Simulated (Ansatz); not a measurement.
# Ta2C: tests of the settings

Aim, for Ta2C: see how the k-point mesh shifted by half a step moves the results.

Computed with Ansatz 0.2.0 (DFT r2SCAN, scalar-relativistic, plane waves, PAW, unless a step's input says otherwise).

## 1. The structure to begin with

The structure is trigonal, space group P-3m1 (No. 164). The conventional cell has a = 3.106 Å, b = 3.106 Å, c = 4.946 Å, α = 90.00°, β = 90.00°, γ = 120.00°. Ta (site symmetry 3m) is surrounded by 3 C at 2.18 Å. Around C (site symmetry -3m) lie 6 Ta at 2.18 Å.

Structure file:

```
CELL_PARAMETERS angstrom
3.10590 0.00000 0.00000
-1.55295 2.68979 0.00000
0.00000 0.00000 4.94640
ATOMIC_POSITIONS crystal
Ta 0.33333 0.66667 0.25201
Ta 0.66667 0.33333 0.74799
C 0.00000 0.00000 0.00000
```

Source of the structure: the Crystallography Open Database. It is taken as it stands there.

## 2. The base input

File input.yaml:

```yaml
crystal:
  lattice:
    - [3.1059007354, 0.0, 0.0]
    - [-1.5529503677, 2.6897889385, 0.0]
    - [0.0, 0.0, 4.9464]
  atoms:
    - { symbol: Ta, position: [0.3333333333, 0.6666666667, 0.25201] }
    - { symbol: Ta, position: [0.6666666667, 0.3333333333, 0.74799] }
    - { symbol: C, position: [0.0, 0.0, 0.0] }
basis:
  ecutwfc: 500
kpoints:
  mp_grid: { grid: [15, 15, 8] }
hamiltonian:
  xc: r2scan
scf:
  occupations: { method: gaussian, width: 0.1 }
output:
  forces: true
  stress: true
  eigenvalues: true
  populations: true
```

It was run beforehand and gave: -6714.1336 eV/atom at zero smearing, pressure 1.04 GPa, largest force 0.268 eV/Å, no gap on the mesh, in 7 SCF cycles and 9.5 s.

## 3. K-point mesh shifted by half a step: 6×6×4

File input.yaml:

```yaml
crystal:
  lattice:
    - [3.1059007354, 0.0, 0.0]
    - [-1.5529503677, 2.6897889385, 0.0]
    - [0.0, 0.0, 4.9464]
  atoms:
    - { symbol: Ta, position: [0.3333333333, 0.6666666667, 0.25201] }
    - { symbol: Ta, position: [0.6666666667, 0.3333333333, 0.74799] }
    - { symbol: C, position: [0.0, 0.0, 0.0] }
basis:
  ecutwfc: 500
kpoints:
  mp_grid: { grid: [6, 6, 4], shift: [0.5, 0.5, 0.5] }
hamiltonian:
  xc: r2scan
scf:
  occupations: { method: gaussian, width: 0.1 }
output:
  forces: true
  stress: true
  eigenvalues: true
```

## 4. K-point mesh shifted by half a step set to 12×12×6

Edit input.yaml of step 3 so:

```diff
@@ -12,3 +12,3 @@
 kpoints:
-  mp_grid: { grid: [6, 6, 4], shift: [0.5, 0.5, 0.5] }
+  mp_grid: { grid: [12, 12, 6], shift: [0.5, 0.5, 0.5] }
 hamiltonian:
```

## 5. K-point mesh shifted by half a step set to 12×12×8

Edit input.yaml of step 4 so:

```diff
@@ -12,3 +12,3 @@
 kpoints:
-  mp_grid: { grid: [12, 12, 6], shift: [0.5, 0.5, 0.5] }
+  mp_grid: { grid: [12, 12, 8], shift: [0.5, 0.5, 0.5] }
 hamiltonian:
```

(Steps that only read results are left out.)

What results come out of these runs, taken together? Wanted: largest energy shift, k-point mesh shifted by half a step.

As calculated:

```
                                                 quantity                   value
largest energy shift, k-point mesh shifted by half a step  1.43 meV/atom at 6×6×4
```

**Reading.** The densest shifted mesh lands 0.71 meV/atom from the base run. The shift lowers the symmetry that the mesh keeps. The runs treat Ta without spin-orbit coupling.
